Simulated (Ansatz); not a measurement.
# C2H7BS: the cost of one run

Program: Ansatz 0.2.0. Level of theory: UHF/def2-SVP. These are calculated values, not measurements.

## Step 1: The system as given

Bond lengths: B1–C2 1.861 Å, B1–S3 1.713 Å, B1–H4 1.265 Å, B1–C5 1.581 Å, C2–H6 1.093 Å, C2–H7 1.087 Å, C2–H8 1.084 Å, C5–H9 1.088 Å, C5–H10 1.089 Å, C5–H11 1.090 Å. Angles (14 of 18 angles, heavy atoms first): C2–B1–S3 117.5°, C2–B1–C5 109.1°, S3–B1–C5 133.4°, B1–C2–H6 129.3°, B1–C2–H7 97.8°, B1–C2–H8 101.9°, C2–B1–H4 48.6°, S3–B1–H4 72.5°, H4–B1–C5 148.1°, B1–C5–H9 111.5°, B1–C5–H10 112.8°, B1–C5–H11 111.1°, H6–C2–H7 107.4°, H6–C2–H8 108.5°.

Structure file:

```xyz
11

B    -0.5221   -0.4605   -0.1782
C     1.3257   -0.4004    0.0357
S    -1.2320   -1.9865   -0.4960
H     0.3080   -1.3465    0.1759
C    -1.1148    0.9881    0.0424
H     2.0234   -1.2098    0.2671
H     1.5767   -0.0292   -0.9542
H     1.4394    0.3751    0.7841
H    -2.1530    1.0470   -0.2763
H    -0.5625    1.7565   -0.4968
H    -1.0887    1.2663    1.0963
```

## Step 2: Pulling towards end A

Springs on the bonds that form and break draw the guess towards this end; the thresholds are loose.

input.yaml

```yaml
crystal:
  periodic: [false, false, false]
  atoms:
    - { symbol: B, position_ang: [-0.5221, -0.4605, -0.1782] }
    - { symbol: C, position_ang: [1.3257, -0.4004, 0.0357] }
    - { symbol: S, position_ang: [-1.232, -1.9865, -0.496] }
    - { symbol: H, position_ang: [0.308, -1.3465, 0.1759] }
    - { symbol: C, position_ang: [-1.1148, 0.9881, 0.0424] }
    - { symbol: H, position_ang: [2.0234, -1.2098, 0.2671] }
    - { symbol: H, position_ang: [1.5767, -0.0292, -0.9542] }
    - { symbol: H, position_ang: [1.4394, 0.3751, 0.7841] }
    - { symbol: H, position_ang: [-2.153, 1.047, -0.2763] }
    - { symbol: H, position_ang: [-0.5625, 1.7565, -0.4968] }
    - { symbol: H, position_ang: [-1.0887, 1.2663, 1.0963] }
magnetization:
  spin_polarized: true
basis:
  gaussian: { orbitals: def2-SVP }
hamiltonian:
  xc: hf
relax:
  f_tol: 0.15
  max_steps: 25
  restrain:
    - { distance: [3, 1], at: 2.37, k: 30.0 }
    - { distance: [0, 1], at: 1.6, k: 30.0 }
    - { distance: [3, 2], at: 1.36, k: 30.0 }
output:
  orbitals: {}
```

On the command line:

```sh
> ansatz run input.yaml --threads 2 --pin off --max-ram 3072MiB --backend cpu --events-out ev --progress --plain --runs-dir out
```

**Question.** How long does this run take on 2 threads of Arm Neoverse V1, shared host, and how much memory does it need?

About 17 s, with a peak of 0.22 GiB.
